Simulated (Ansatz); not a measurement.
# MoS2 (P-6m2): band structure, by script

Does MoS2 (P-6m2) have a gap, and where are its band edges? A script is to give a band structure; the system is MoS2 (P-6m2).

Program: Ansatz 0.2.0, driven from Python. Level of theory: DFT PBEsol, plane waves, PAW. These are calculated values, not measurements.

## (1) Starting point

The structure is hexagonal, space group P-6m2 (No. 187). Conventional cell: a = 3.184 Å, b = 3.184 Å, c = 28.387 Å, α = 90.00°, β = 90.00°, γ = 120.00°. Mo (site symmetry -6m2) has 6 S at 2.41 Å as nearest neighbours. Around Mo (site symmetry 3m) lie 6 S at 2.41 Å. S (site symmetry 3m) has 3 Mo at 2.41 Å as nearest neighbours.

No structure file is read: the coordinates are typed or built in the script.

## (2) Script

mos2.py

```python
# -*- coding: utf-8 -*-
"""Band structure of MoS2."""

import sys

import ansatz as az
import matplotlib.pyplot as plt
import numpy as np

XC = "pbesol"
MESH = (9, 9, 1)
OCCUPATIONS = "Marzari-Vanderbilt"
WIDTH_EV = 0.05
EXTRA_BANDS = 6

crystal = (
    az.Lattice.of((3.184016, 0.0, 0.0), (-1.592008, 2.757438, 0.0), (0.0, 0.0, 28.38732))
    .atom("Mo", (2 / 3, 1 / 3, 0.0))
    .atom("Mo", (1 / 3, 2 / 3, 0.771835))
    .atom("Mo", (1 / 3, 2 / 3, 0.228165))
    .atom("S", (1 / 3, 2 / 3, 0.054666))
    .atom("S", (2 / 3, 1 / 3, 0.826507))
    .atom("S", (2 / 3, 1 / 3, 0.282812))
    .atom("S", (1 / 3, 2 / 3, 0.945334))
    .atom("S", (2 / 3, 1 / 3, 0.717188))
    .atom("S", (2 / 3, 1 / 3, 0.173493))
)

# high-symmetry points in fractions of the reciprocal vectors
path = [
    ("G", (0.0, 0.0, 0.0)),
    ("M", (0.5, 0.0, 0.0)),
    ("K", (0.33333, 0.33333, 0.0)),
    ("G", (0.0, 0.0, 0.0)),
    ("A", (0.0, 0.0, 0.5)),
    ("L", (0.5, 0.0, 0.5)),
]
base = (
    crystal.calculation()
    .functional(XC)
    .pseudopotentials("paw")
    .basis(41 * az.Ry)
    .kpoints(*MESH)
    .occupations(OCCUPATIONS, width=WIDTH_EV)
    .band_structure([point for _, point in path], intervals=10)
    .scf(extra_bands=EXTRA_BANDS)
    .density_of_states(energy_step=0.1, method="smearing", broadening_width=0.2, projected=True)
)
try:
    result = base.run(threads=1, backend="cpu")
except az.NonConvergedError as error:
    sys.exit(f"no convergence: {error}")
except az.RefusalError as error:
    sys.exit(f"input refused: {error}")
report = result.report

n_atoms = len(report["lattice"]["sites"])
print("F =", round(report["free_energy_ev"], 4), "eV for", n_atoms, "atoms")
print("E(sigma -> 0) =", round(report["energy_sigma0_ev"], 4), "eV, TS =", round(report["entropy_ts_ev"], 5), "eV")
print("closed by", report["closed_by"], "after", report["n_iterations"], "iterations")

# d-band centre and width over a window about the Fermi level
dos = result.density_of_states()
energy = np.asarray(dos.energies_ev) - dos.fermi_ev
window = (energy > -12) & (energy < 4)
for index, site in enumerate(result.projected_density_of_states().sites):
    for shell in site.shells:
        if shell.l == 2:
            g = sum(np.sum(part.g_bin_mean_per_ev, axis=0) for part in shell.curves)[window]
            if g.sum() > 1e-6:
                centre = (g * energy[window]).sum() / g.sum()
                width = np.sqrt((g * (energy[window] - centre) ** 2).sum() / g.sum())
                print(f"site {index} {site.species} {shell.label}: centre {centre:.3f} eV, rms width {width:.3f} eV")

bands = result.band_structure()
fermi = bands.fermi_energy_ev
print(f"zero of the bands: {fermi:.3f} eV, the Fermi level found on the SCF mesh")
reciprocal = 2 * np.pi * np.linalg.inv(result.lattice.cell_ang).T
steps = np.linalg.norm(np.diff(bands.kpoints_frac @ reciprocal, axis=0), axis=1)
distance = np.concatenate([[0], np.cumsum(steps)])
fig, ax = plt.subplots(figsize=(5, 4))
for channel, colour in zip(bands.channels, ("C0", "C3")):
    ax.plot(distance, channel.eigenvalues_ev - fermi, colour, lw=1)
ax.set_xticks(distance[::10], [label for label, _ in path])
ax.set(ylim=(-8, 8), ylabel="E - E_F (eV)", xlim=(0, distance[-1]))
ax.grid(axis="x")
fig.savefig("bands.png", dpi=100)
first = bands.channels[0].eigenvalues_ev - fermi
near = np.argsort(np.abs(first.mean(axis=0)))[:4]
for band in sorted(near):
    print(f"band {band + 1}: {first[:, band].min():.3f} to {first[:, band].max():.3f} eV")
```

## (3) The run

Run with:

```sh
python mos2.py
```

Q: Predict the main results. Wanted: free energy; gap on the path; valence top / conduction bottom.

As calculated:

| quantity | value |
| --- | --- |
| free energy | -20010.4271 eV (-2223.3808 eV/atom) |
| gap on the path | 1.16 eV, indirect |
| valence top / conduction bottom | between Γ and A / at K |

What this shows: The path gives a gap of 1.16 eV, indirect (valence top between Γ and A, conduction bottom at K); points off the path could narrow it. Gaps at this rung are as a rule too small against experiment. Reading the output:
- No spin polarisation was allowed.
- Along an axis with an odd division the mesh misses the point at one half; a gap read on a finite mesh is an upper bound on this functional's gap.
- The cell holds layers, chains or clusters in vacuum, no bulk phase.
- Projections exist only for the shells that the potentials hold, some of them semicore, and samples at single energies can miss narrow peaks.
- An opening on this mesh may only mean that it misses a point where bands touch.
- Legs of the path along the vacuum direction only repeat the in-plane bands.
- This cell is a computed structure, which may not be the phase found in nature.
- Gaps and levels are Kohn-Sham values on a finite set of k-points, without spin-orbit coupling.
- The computed bands are complete only to about 1.4 eV above the Fermi level; beyond that the density of states is undercounted.
- A band centre counts only the states inside the window taken.
